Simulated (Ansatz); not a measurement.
# WNH (triplet): from Hartree-Fock to the top rungs at a displaced geometry (v1), def2-SVP

The task here is to estimate one member of a computed series from the others.

The runs use Ansatz 0.2.0, Gaussian basis; def2-SVP, core rule «outside noble gas», up to 5 orbitals frozen.

Plan: UHF; CCSD(T) on ROHF; CCSD(T) on UHF; CISD as a restricted active space (open shells left free, so some higher excitations enter); CCSDT(Q) on ROHF; CCSDT(Q) on UHF.

22 further runs of the same task are left out: 1 for a known fault of the program, 8 that didn't finish, 13 set aside as unsound or not needed. Runs told in other sessions of the task aren't counted.

### The geometry

The geometry is a PBE0/def2-TZVP stationary point (not a proven minimum) with its atoms shifted at random (size 0.040 Å). No spin-orbit coupling is included. Elements past krypton take def2 core potentials.

3 atoms, charge 0, spin multiplicity 3.

Atoms are counted from 1 here; the program's logs count them from 0.

Bond lengths: W1–N2 1.681 Å, N2–H3 0.968 Å. Angles: W1–N2–H3 175.0°.

Set-up of the first run:

in.yaml

```yaml
crystal:
  periodic: [false, false, false]
  atoms:
    - {symbol: W, position_ang: [-0.015433, -0.009008, -1.442660]}
    - {symbol: N, position_ang: [-0.016266, -0.025151, 0.238587]}
    - {symbol: H, position_ang: [0.031698, 0.034159, 1.204073]}
basis:
  gaussian: {orbitals: def2-SVP}
magnetization: {spin_polarized: true, initial_magnetization: 2}
hamiltonian: {xc: hf}
output: {orbitals: {seedname: orbitals}}
```

Launch:

```sh
ansatz run in.yaml --threads 1 --pin off --events-out ev --progress --plain --max-ram 2393MiB
```

Steps of the session up to this table: UHF; CCSD(T) on ROHF; CCSD(T) on UHF; CISD as a restricted active space (open shells left free, so some higher excitations enter); CCSDT(Q) on ROHF; CCSDT(Q) on UHF.

One of the session's tables, all rows but one given; the rest of the session is left out.

| method | from RCCSDT(Q) (kJ/mol) |
| --- | --- |
| ROHF | ? |
| UHF | +847.0 |
| RMP2 | +54.9 |
| UMP2 | +95.5 |
| RCCSD | +52.6 |
| UCCSD | +45.9 |
| RCCSD(T) | +2.2 |
| UCCSD(T) | +2.0 |
| RCCSDT | +1.1 |
| UCCSDT | -3.3 |
| RCCSDT(Q) | 0 |
| UCCSDT(Q) | -7.6 |

Estimate the missing values for ROHF.

The run gave: from RCCSDT(Q) (kJ/mol): +911.3. In the column «from RCCSDT(Q) (kJ/mol)» it is the highest.

Not comparable, so not listed: CISD as a restricted active space (open shells left free, so some higher excitations enter) (they don't share determinant, frozen orbitals or solution with the rows shown, or repeat one).

Caveats from the session: The determinant of HF (⟨S²⟩ 2.73) is far from a pure spin state, so its energy mixes those of several spin states; that is harmless only where they are near-degenerate. The determinant of CCSD(T) (⟨S²⟩ 2.73) is far from a pure spin state, so its energy mixes those of several spin states; high orders of coupled cluster remove much of that, low ones don't. The determinant of CCSDT(Q) (⟨S²⟩ 2.73) is far from a pure spin state, so its energy mixes those of several spin states; high orders of coupled cluster remove much of that, low ones don't. Warnings: spin contamination; large T1 diagnostic. Restricted and unrestricted rows rest on different reference determinants; a gap between their highest levels can come from leftover correlation error, from unlike frozen cores or from another state.
